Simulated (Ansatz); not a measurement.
# CH6AsBO (SMILES B[AsH]CO): a chain of runs

Aim: a series of 8 runs (HF/cc-pVDZ, CASCI(8,8)/cc-pVDZ, CASSCF(8,8)/cc-pVDZ, SC-NEVPT2(8,8)/cc-pVDZ, MRCISD+Q(8,8)/cc-pVDZ, CCSD(T)/cc-pVDZ) of CH6AsBO. 

Program for the calculation: Ansatz 0.2.0.

## 1. The molecule

CH6AsBO: 10 atoms, total charge 0, spin state singlet. SMILES: `B[AsH]CO`. The shape is that of a PBE0-D4/def2-TZVP optimisation. This is one conformer, not always the lowest.

Bond lengths: B1–As2 1.975 Å, As2–C3 1.965 Å, C3–O4 1.408 Å, B1–H5 1.194 Å, B1–H6 1.193 Å, As2–H7 1.513 Å, C3–H8 1.097 Å, C3–H9 1.096 Å, O4–H10 0.962 Å. Some angles: B1–As2–C3 101.8°, As2–C3–O4 110.8°, B1–As2–H7 101.2°, C3–As2–H7 99.3°, As2–B1–H5 118.8°, As2–B1–H6 120.2°, As2–C3–H8 105.5°, As2–C3–H9 107.5°, O4–C3–H8 112.3°, O4–C3–H9 112.0°.

## 2. A single-point energy at HF/cc-pVDZ (run 1)

in.yaml

```yaml
crystal:
  periodic: [false, false, false]
  atoms:
    - {symbol: B, position_ang: [-1.745100, 0.720700, 0.174600]}
    - {symbol: As, position_ang: [-0.052500, 0.578300, 1.183100]}
    - {symbol: C, position_ang: [0.934400, -0.750500, 0.124500]}
    - {symbol: O, position_ang: [0.993700, -0.366400, -1.229200]}
    - {symbol: H, position_ang: [-2.252200, -0.277400, -0.240900]}
    - {symbol: H, position_ang: [-2.329500, 1.759900, 0.127400]}
    - {symbol: H, position_ang: [0.664800, 1.832300, 0.733100]}
    - {symbol: H, position_ang: [0.397000, -1.696700, 0.266100]}
    - {symbol: H, position_ang: [1.932000, -0.850400, 0.566900]}
    - {symbol: H, position_ang: [1.540600, -1.000900, -1.702600]}
basis:
  gaussian:
    orbitals: cc-pVDZ
hamiltonian:
  xc: hf
output: {orbitals: {seedname: orbitals}}
```

Command:

```console
$ ansatz run in.yaml --threads 1 --pin off --max-ram 2610MiB --events-out events.jsonl --progress --plain --runs-dir runs
```

Standard output:

```text
Warning: RAYON_NUM_THREADS=1 ignored (pool sized by the plan → 1); use --threads N
Functional definition: HF
  name "HF"
  exchange = exact_x
  correlation = 0
976 factors; integrals over basis functions are off by at most 1.2e-3 eV
mean field evaluation 1: about -64625.6704 eV, gradient 2.9e1 eV
mean field evaluation 2: about -64625.7688 eV, gradient 2.9e1 eV
mean field evaluation 4: about -64628.0377 eV, gradient 3.4e0 eV
mean field evaluation 8: about -64628.0886 eV, gradient 2.1e-1 eV
mean field -64628.08912873 eV, -2375.0384689886 hartree, gradient 1.0e-5 eV, S^2 0.000000; 0 other end points of the search recorded, 0 dependent functions left out
reference -64628.08912873 eV, -2375.0384689886 hartree; 29, 29 occupied and 70, 70 virtual orbitals, 976 factors
Total energy: -64628.08912873 eV, -2375.0384689886 hartree
```

It took 3.3 s on 1 thread of Arm Neoverse N1, shared host; peak memory 0.17 GiB.

## 3. The energy at CASCI(8,8)/cc-pVDZ (run 2)

molecule.yaml

```yaml
basis:
  gaussian:
    orbitals: cc-pVDZ
crystal:
  periodic: [false, false, false]
  atoms:
    - symbol: B
      position_ang: [-1.745100, 0.720700, 0.174600]
    - symbol: As
      position_ang: [-0.052500, 0.578300, 1.183100]
    - symbol: C
      position_ang: [0.934400, -0.750500, 0.124500]
    - symbol: O
      position_ang: [0.993700, -0.366400, -1.229200]
    - symbol: H
      position_ang: [-2.252200, -0.277400, -0.240900]
    - symbol: H
      position_ang: [-2.329500, 1.759900, 0.127400]
    - symbol: H
      position_ang: [0.664800, 1.832300, 0.733100]
    - symbol: H
      position_ang: [0.397000, -1.696700, 0.266100]
    - symbol: H
      position_ang: [1.932000, -0.850400, 0.566900]
    - symbol: H
      position_ang: [1.540600, -1.000900, -1.702600]
correlation:
  active_space: {window: {electrons: 8, orbitals: 8}, shells: [{species: As, l: p, shell: 4}], fixed_orbitals: true}
```

Command:

```console
$ ansatz run molecule.yaml --threads 1 --pin off --max-ram 2610MiB --events-out events.jsonl --progress --plain --runs-dir runs
```

Standard output:

```text
Warning: RAYON_NUM_THREADS=1 ignored (pool sized by the plan → 1); use --threads N
Functional definition: HF
  name "HF"
  exchange = exact_x
  correlation = 0
976 factors; integrals over basis functions are off by at most 1.2e-3 eV
mean field evaluation 1: about -64625.6704 eV, gradient 2.9e1 eV
mean field evaluation 2: about -64625.7688 eV, gradient 2.9e1 eV
mean field evaluation 4: about -64628.0377 eV, gradient 3.4e0 eV
mean field evaluation 8: about -64628.0886 eV, gradient 2.1e-1 eV
mean field -64628.08912873 eV, -2375.0384689886 hartree, gradient 4.1e-6 eV, S^2 0.000000; 0 other end points of the search recorded, 0 dependent functions left out
reference -64628.08912873 eV, -2375.0384689886 hartree; 29, 29 occupied and 70, 70 virtual orbitals, 976 factors
state -64628.88248410 eV, -2375.0676242608 hartree
Total energy: -64628.88248410 eV, -2375.0676242608 hartree
```

Wall time 3.6 s (1 thread of Arm Neoverse N1, shared host); peak memory 0.17 GiB.

Runs 3 to 7 aren't shown in full; the table further down has their settings and results.

## 4. A single-point energy at CCSD(T)/cc-pVDZ (run 11)

run.yaml

```yaml
crystal:
  periodic: [false, false, false]
  atoms:
    - {symbol: B, position_ang: [-1.745100, 0.720700, 0.174600]}
    - {symbol: As, position_ang: [-0.052500, 0.578300, 1.183100]}
    - {symbol: C, position_ang: [0.934400, -0.750500, 0.124500]}
    - {symbol: O, position_ang: [0.993700, -0.366400, -1.229200]}
    - {symbol: H, position_ang: [-2.252200, -0.277400, -0.240900]}
    - {symbol: H, position_ang: [-2.329500, 1.759900, 0.127400]}
    - {symbol: H, position_ang: [0.664800, 1.832300, 0.733100]}
    - {symbol: H, position_ang: [0.397000, -1.696700, 0.266100]}
    - {symbol: H, position_ang: [1.932000, -0.850400, 0.566900]}
    - {symbol: H, position_ang: [1.540600, -1.000900, -1.702600]}
basis:
  gaussian: {orbitals: cc-pVDZ}
correlation: {method: ccsd_t}
```

Command:

```console
$ ansatz run run.yaml --threads 1 --pin off --max-ram 2610MiB --events-out events.jsonl --progress --plain --runs-dir runs
```

Standard output (excerpt; [...] marks lines left out):

```text
Warning: RAYON_NUM_THREADS=1 ignored (pool sized by the plan → 1); use --threads N
Functional definition: HF
  name "HF"
[...]
976 factors; integrals over basis functions are off by at most 1.2e-3 eV
[...]
mean field -64628.08912873 eV, -2375.0384689886 hartree, gradient 4.1e-6 eV, S^2 0.000000; 0 other end points of the search recorded, 0 dependent functions left out
12 core orbitals not correlated: weight in the atoms' cores, before any rotation towards them, 1.000 or more for the frozen orbitals, at most 0.000 for the correlated occupied ones
reference -64628.08912873 eV, -2375.0384689886 hartree; 17, 17 occupied and 70, 70 virtual orbitals, 976 factors
second order -14.80491838 eV of doubles, -0.00000000 eV of singles
cycle   1  -15.63927932 eV  change   -8.3e-1 eV  update   9.4e-2
[...]
cycle  10  -16.18840830 eV  change    1.1e-5 eV  update   3.4e-5
perturbative correction -0.45937348 eV, -0.0168816640 hartree
Total energy: -64644.73691051 eV, -2375.6502636848 hartree
```

Wall time 30 s (1 thread of Arm Neoverse N1, shared host); peak memory 0.41 GiB.

## 5. The series

```csv
run,level,active shells,task,energy (Eh),wall time
1,HF/cc-pVDZ,–,energy,-2375.038469,3.3 s
2,"CASCI(8,8)/cc-pVDZ",As4p,energy,-2375.067624,3.6 s
3,"CASSCF(8,8)/cc-pVDZ",As4p,gradient,-2375.100478,34 s
4,"SC-NEVPT2(8,8)/cc-pVDZ",As4p,energy,-2375.585116,33 s
5,"CASSCF(8,8)/cc-pVDZ (4 states averaged)",As4p,energy,-2374.955169 (average),34 s
6,"SC-NEVPT2(8,8)/cc-pVDZ (4 states averaged)",As4p,energy,-2375.457366 (average),44 s
7,"MRCISD+Q(8,8)/cc-pVDZ",As4p,energy,-2375.635484,66 s
11,CCSD(T)/cc-pVDZ,–,energy,-2375.650264,30 s
```

## 6. Summary of results

```
                                                             quantity           value
                                run 11, CCSD(T)/cc-pVDZ: total energy  -2375.65026 Eh
run 11, CCSD(T)/cc-pVDZ: correlation energy (12 core orbitals frozen)      -611.8 mEh
                              run 11, CCSD(T)/cc-pVDZ: (T) correction      -16.88 mEh
                               run 11, CCSD(T)/cc-pVDZ: T1 diagnostic           0.013
```

Below the HF energy at the same shape and in the same basis (cc-pVDZ): CASCI(8,8) -29.2 mEh; CASSCF(8,8) -62.0 mEh; SC-NEVPT2(8,8) -546.6 mEh; MRCISD+Q(8,8) -597.0 mEh; CCSD(T) -611.8 mEh. Active-space methods hold only the correlation inside their space unless a perturbation or CI step follows. Rows marked as averages are means over several states, not the energy of one. All runs together took 4.1 min, the longest 66 s.
